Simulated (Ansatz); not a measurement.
The system is NaLaMnMoO6.

```
Na La Mn Mo O
1.0
     5.10934   -0.00669    0.01056
    -0.23945    5.68925    0.00703
    -0.92899   -2.82542    5.11884
Na La Mn Mo O
1 1 1 1 6
Direct
  0.40776 0.38086 0.07519
  0.03690 0.66325 0.68598
  0.44271 0.04268 0.40638
  0.90251 0.96387 0.30442
  0.73627 0.69569 0.99417
  0.72288 0.91846 0.55299
  0.70112 0.27368 0.37292
  0.19224 0.75325 0.36660
  0.17926 0.03365 0.11672
  0.20034 0.27462 0.63197
```

The cell was built by a generator and needn't be a form met in nature.

| Quantity | Value |
| --- | --- |
| Program | Ansatz 0.2.0 |
| Task | relaxation of cell and atoms |
| Functional | RPBE |
| Potentials or basis | Ansatz PAW |
| Cutoff | 420 eV (not typed: the program's choice for these potentials) |
| k mesh | 4 × 4 × 4 |
| Occupations | fermi-dirac, width 0.05 eV |
| Spin | collinear spin, ferromagnetic start |
| Starting moments | [0.0, 0.0, 4.0, 1.0, 0.0, 0.0, 0.0, 0.0, 0.0, 0.0] μB |

At the start: volume 14.90 Å³/atom.

Problem. How do energy, volume and symmetry change on relaxing?

Solution. It ends after 12 steps and the volume is 15.57 Å³/atom (+4.5 %); space group P1 (No. 1, to 0.05 Å); moment 3.00 μB per cell.

The path:
| step | energy change (eV) | largest force (eV/Å) | volume (Å³) |
| --- | --- | --- | --- |
| 1 | 0.0000 | 0.1992 | 148.95 |
| 2 | -0.0135 | 0.3868 | 154.68 |
| 3 | -0.0329 | 0.1318 | 153.88 |
| 4 | -0.0336 | 0.1478 | 154.95 |
| 5 | -0.0352 | 0.0891 | 154.98 |
| 6 | -0.0360 | 0.0186 | 155.08 |
| 7 | -0.0361 | 0.0135 | 155.07 |
| 8 | -0.0361 | 0.0083 | 155.06 |
| 9 | -0.0566 | 0.0088 | 155.06 |
| 10 | -0.0554 | 0.0173 | 155.68 |
| 11 | -0.0555 | 0.0109 | 155.67 |
| 12 | -0.0571 | 0.0109 | 155.67 |

Final structure:
```
CELL_PARAMETERS angstrom
5.18941 -0.00052 0.03760
-0.23617 5.76554 -0.00230
-0.92009 -2.87196 5.19658
ATOMIC_POSITIONS crystal
Na 0.40254 0.37598 0.07007
La 0.02480 0.66139 0.68362
Mn 0.44290 0.04183 0.40388
Mo 0.90763 0.96479 0.30710
O 0.74511 0.69440 0.00475
O 0.72465 0.92629 0.55441
O 0.70059 0.26744 0.36702
O 0.19472 0.76190 0.37866
O 0.18076 0.02365 0.11220
O 0.19831 0.28235 0.62562
```

Caveat: the plane-wave basis is chosen anew once the cell has moved, so the energies of steps on either side of that aren't comparable; the pressure holds a Pulay correction of +0.4 GPa for the finite cutoff; a cell with one magnetic atom can't hold antiferromagnetic order, which such compounds often take; the PAW data sets come from PBE, with cores solved anew for the run's functional, which leaves a small shift of forces and pressure; the starting moments weren't kept.
